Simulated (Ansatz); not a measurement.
The system is CsLiCr2Te2S3.

```xyz
9
Lattice="7.0568 0.0000 0.0079 0.0000 3.9806 0.0000 -2.6830 0.0000 8.6787" Properties=species:S:1:pos:R:3 pbc="T T T"
Cs   -0.4655    0.0000    3.2730
Li    3.9824    1.9903    6.8528
Cr   -1.6462    0.0000    8.2124
Cr    1.5770    1.9903    8.4373
Te    3.1779    0.0000    1.3292
Te    1.9151    0.0000    6.5041
S     4.3316    0.0000    5.9520
S    -0.4879    1.9903    7.3270
S     6.6516    1.9903    0.4725
```

The cell was built by a generator and needn't be a form met in nature.

| Quantity | Value |
| --- | --- |
| Program | Ansatz 0.2.0 |
| Task | single point |
| Functional | PBE |
| Potentials or basis | Ansatz PAW |
| Cutoff | 420 eV (not typed: the program's choice for these potentials) |
| k mesh | 4 × 7 × 3 |
| Occupations | fermi-dirac, width 0.05 eV |
| Spin | collinear spin, ferromagnetic start |
| Starting moments | [0.0, 0.0, 3.0, 3.0, 0.0, 0.0, 0.0, 0.0, 0.0] μB |

On this cell: pressure 0.0 GPa; largest force 0.009 eV/Å; net moment 6.00 μB per cell; site moments Cs +0.00; Li +0.00; Cr +2.89, +2.69; Te -0.13, -0.04; S -0.03, -0.10, -0.05 μB; band gap on the k mesh 0.48 eV, indirect (least direct gap 0.77 eV).

The same run follows on a disturbed copy (atoms moved at random, drawn with an rms of 0.05 Å):

```
Cs Li Cr Te S
1.0
     7.05684    0.00000    0.00788
     0.00000    3.98060    0.00000
    -2.68302    0.00000    8.67869
Cs Li Cr Te S
1 1 2 2 3
Direct
  0.06996 0.00115 0.37417
  0.86006 0.50255 0.79328
  0.13190 0.99690 0.94993
  0.59523 0.50058 0.97054
  0.50452 0.99390 0.14769
  0.55492 0.99861 0.75319
  0.87067 0.98935 0.68192
  0.25414 0.50768 0.84419
  0.95789 0.50603 0.05263
```

**Question.** What changes?

**Answer.** The energy moves by +7.0 meV/atom; pressure 0.3 GPa; largest force 0.561 eV/Å; net moment 6.00 μB per cell; site moments Cs +0.00; Li +0.00; Cr +2.89, +2.66; Te -0.12, -0.04; S -0.03, -0.11, -0.04 μB; band gap on the k mesh 0.41 eV, indirect (least direct gap 0.73 eV).

Forces in eV/Å, atoms in the order of the input:
```
Cs   0.012  0.016  0.056
Li   0.120 -0.334 -0.253
Cr  -0.301  0.128 -0.456
Cr  -0.179 -0.042  0.081
Te   0.148  0.120  0.325
Te   0.227  0.006 -0.288
S   -0.079  0.374  0.256
S   -0.205 -0.189  0.028
S    0.256 -0.079  0.251
```

Stress tensor (GPa, compression positive):
```
 0.20 -0.02  0.17
-0.02  0.07 -0.06
 0.17 -0.06  0.70
```

Caveats: odd divisions of the mesh miss points on the zone boundary, where band edges often lie, so the gap on the mesh can be too wide; spin-orbit coupling is left out, which moves the levels of the heavy elements; only a ferromagnetic start was run, and an antiferromagnetic order may lie lower in energy.

A k mesh can miss the band edges.
